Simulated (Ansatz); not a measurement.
**Ta: a tetragonal deformation path**

The task here is to estimate one member of a computed series from the others.

Computed with Ansatz 0.2.0 (DFT PBEsol, scalar-relativistic, plane waves, PAW, unless a step's input says otherwise).

### The structure to begin with

The structure is cubic, space group Fm-3m (No. 225). The conventional cell has a = 4.220 Å, b = 4.220 Å, c = 4.220 Å, α = 90.00°, β = 90.00°, γ = 90.00°. Ta (site symmetry m-3m) is surrounded by 12 Ta at 2.98 Å.

Structure file:

```cif
data_structure
_symmetry_space_group_name_H-M 'Fm-3m'
_symmetry_Int_Tables_number 225
_cell_length_a 4.2200
_cell_length_b 4.2200
_cell_length_c 4.2200
_cell_angle_alpha 90.000
_cell_angle_beta 90.000
_cell_angle_gamma 90.000
_cell_volume 75.15
loop_
_atom_site_label
_atom_site_type_symbol
_atom_site_symmetry_multiplicity
_atom_site_Wyckoff_symbol
_atom_site_fract_x
_atom_site_fract_y
_atom_site_fract_z
_atom_site_occupancy
Ta1 Ta 4 a 0.00000 0.00000 0.00000 1
```

The cell is taken as given, not relaxed at this level.

### The reference cell

The reference gives a free energy of -9806.2286 eV, pressure -5.95 GPa, largest force 0.000 eV/Å and gap on the mesh none (metal). It was computed beforehand with the settings of the runs below.

The first run:

At fixed volume and fractional coordinates, lengths along (0.000, 0.000, 1.000) are scaled against those across it; ρ is that ratio over its starting value.

The input, input.yaml:

```yaml
crystal:
  lattice:
    - [0.0, 2.3685141521, 1.6745395056]
    - [2.3685141521, 0.0, 1.6745395056]
    - [2.3685141521, 2.3685141521, 0.0]
  atoms:
    - { symbol: Ta, position: [0.0, 0.0, 0.0] }
basis:
  ecutwfc: 420
kpoints:
  mp_grid: { grid: [22, 22, 22] }
hamiltonian:
  xc: pbesol
scf:
  occupations: { method: gaussian, width: 0.15 }
output:
  forces: true
  stress: true
  eigenvalues: true
```

Run with:

```bash
$ ansatz run input.yaml --threads 1 --pin off --max-ram 2560MiB --backend cpu --events-out ev --progress --plain --runs-dir out
```

Steps of the session up to this table: Point ρ = 0.707; ρ = 1.414; Point ρ = 0.850; Point ρ = 1.200; At ρ = 0.780; ρ = 1.300; ρ = 0.920; At ρ = 1.100; At ρ = 0.650; At ρ = 1.500; Point ρ = 0.960; ρ = 1.050.

One table of the session follows, with a row left open; its other results are not shown here.

It belongs to the step «The scan collected». 

```
    ρ  ΔE (meV/atom)  pressure (GPa)
0.650         -212.6           -10.8
0.707         -236.1           -11.3
0.780         -201.9           -10.6
0.850         -124.7            -8.9
0.920          -40.4            -7.0
0.960           -9.4            -6.3
1.000            0.0            -5.9
1.050              ?               ?
1.100          -38.2            -7.1
1.200          -78.4            -8.1
1.300          -48.0            -7.6
1.414           89.2            -5.0
1.500          255.6            -1.6
```

Q: Estimate the row for ρ = 1.050 from the others.

Worked estimate for «ΔE (meV/atom)». A straight line through the neighbours (1.000, 0.0) and (1.100, -38.2) gives 0.0 + (-38.2 − 0.0) × (1.050 − 1.000) / (1.100 − 1.000) = -19.1; a parabola fitted to 4 rows on both sides gives -18.2.

As computed: ΔE (meV/atom): -11.5; pressure (GPa): -6.4. In «ΔE (meV/atom)» the line misses by -7.6 and the parabola by -6.7.
